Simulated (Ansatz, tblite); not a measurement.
# The cluster Hf₂S₃: a ladder of methods and basis sets

Aim: run the singlet of the cluster Hf₂S₃ at one geometry on many levels, and compare frontier levels, spin and run time.

The runs use Ansatz 0.2.0, Gaussian basis; as each input shows.

Plan: GFN1-xTB, GFN2-xTB, PBE-D4/def2-TZVP, r2SCAN-D4/def2-TZVP, B97M-V/def2-TZVP, BHLYP-D4/def2-TZVP, ωB97X-V/def2-TZVP, PBE-D4/def2-SVP, PBE0-D4/def2-SVP, CCSD(T)/def2-TZVP, RPA/def2-TZVP.

4 further runs of the same task are left out: 4 set aside as unsound or not needed. Runs told in other sessions of the task aren't counted.

### Step 1. The relaxed structure

The singlet was relaxed beforehand with r2SCAN-D4/def2-SVP. At that level it is the lowest of the isomers that a small search found.

5 atoms, charge 0, spin multiplicity 1.

Bond lengths: Hf1–S3 2.443 Å, Hf1–S4 2.443 Å, Hf1–S5 2.443 Å, Hf2–S3 2.443 Å, Hf2–S4 2.443 Å, Hf2–S5 2.443 Å. Angles: S3–Hf1–S4 95.3°, S3–Hf1–S5 95.3°, S4–Hf1–S5 95.3°, S3–Hf2–S4 95.3°, S3–Hf2–S5 95.3°, S4–Hf2–S5 95.3°, Hf1–S3–Hf2 62.8°, Hf1–S4–Hf2 62.8°, Hf1–S5–Hf2 62.8°.

Hf takes a core potential in the def2 sets. No spin-orbit coupling is included.

PBE0-D4/def2-TZVP was run before; its log isn't repeated, and its numbers join the tables.

### Step 2. GFN1-xTB

Tight binding, by tblite at 300 K electronic temperature and without a spin-polarisation term:

```python
tblite.interface.Calculator('GFN1-xTB', numbers, positions, charge=0, uhf=0).singlepoint()
```

Energy -361.7409 eV, HOMO -7.77 eV, LUMO -7.28 eV; 0.011 s.

### Step 3. GFN2-xTB

Tight binding, by tblite at 300 K electronic temperature and without a spin-polarisation term:

```python
tblite.interface.Calculator('GFN2-xTB', numbers, positions, charge=0, uhf=0).singlepoint()
```

Energy -343.4611 eV, HOMO -9.71 eV, LUMO -9.39 eV; 0.021 s.

### Step 4. PBE-D4/def2-TZVP

start.molden holds the orbitals of an earlier run on this state, given as this run's starting guess.

The input, in.yaml:

```yaml
crystal:
  periodic: [false, false, false]
  atoms:
    - {symbol: Hf, position_ang: [0.171600, -0.268581, 1.232162]}
    - {symbol: Hf, position_ang: [-0.171606, 0.268735, -1.232433]}
    - {symbol: S, position_ang: [1.892986, -0.762433, -0.429555]}
    - {symbol: S, position_ang: [-0.228605, 2.018318, 0.471781]}
    - {symbol: S, position_ang: [-1.664375, -1.256039, -0.041955]}
basis:
  gaussian: {orbitals: def2-TZVP, initial_orbitals: start.molden}
hamiltonian: {xc: pbe, dispersion: d4}
scf: {omitted_lower_state_checks: [starts]}
output: {forces: true, orbitals: {seedname: orbitals}}
```

Command:

```sh
$ ansatz run in.yaml --threads 4 --pin off --events-out ev --progress --plain --max-ram 4787MiB
```

The runs that follow: r2SCAN-D4/def2-TZVP; B97M-V/def2-TZVP; BHLYP-D4/def2-TZVP; ωB97X-V/def2-TZVP; PBE-D4/def2-SVP; PBE0-D4/def2-SVP; CCSD(T)/def2-TZVP; RPA/def2-TZVP.

Before running them: what should the planned runs give, taken together? Wanted: gap in def2-TZVP, named functionals, smallest and largest; correlation energy, CCSD(T)/def2-TZVP; binding an atom, functionals in def2-TZVP; PBE0 total energy, smallest basis above largest.

**Answer**, as computed:

| quantity | value |
| --- | --- |
| gap in def2-TZVP, named functionals, smallest and largest | 1.55 eV (PBE-D4), 6.15 eV (ωB97X-V) |
| correlation energy, CCSD(T)/def2-TZVP | -31.81 eV |
| binding an atom, functionals in def2-TZVP | 4.01 (BHLYP-D4) to 4.64 eV (PBE-D4) |
| PBE0 total energy, smallest basis above largest | 11.63 eV (def2-SVP, def2-TZVP) |

In words: Orbital gaps of the named functionals in def2-TZVP span 1.55 eV (PBE-D4) to 6.15 eV (ωB97X-V); exact exchange widens it. Notes on CCSD(T)/def2-TZVP and its Hartree-Fock reference, which MP2 shares: restricted state is unstable towards broken spin symmetry.
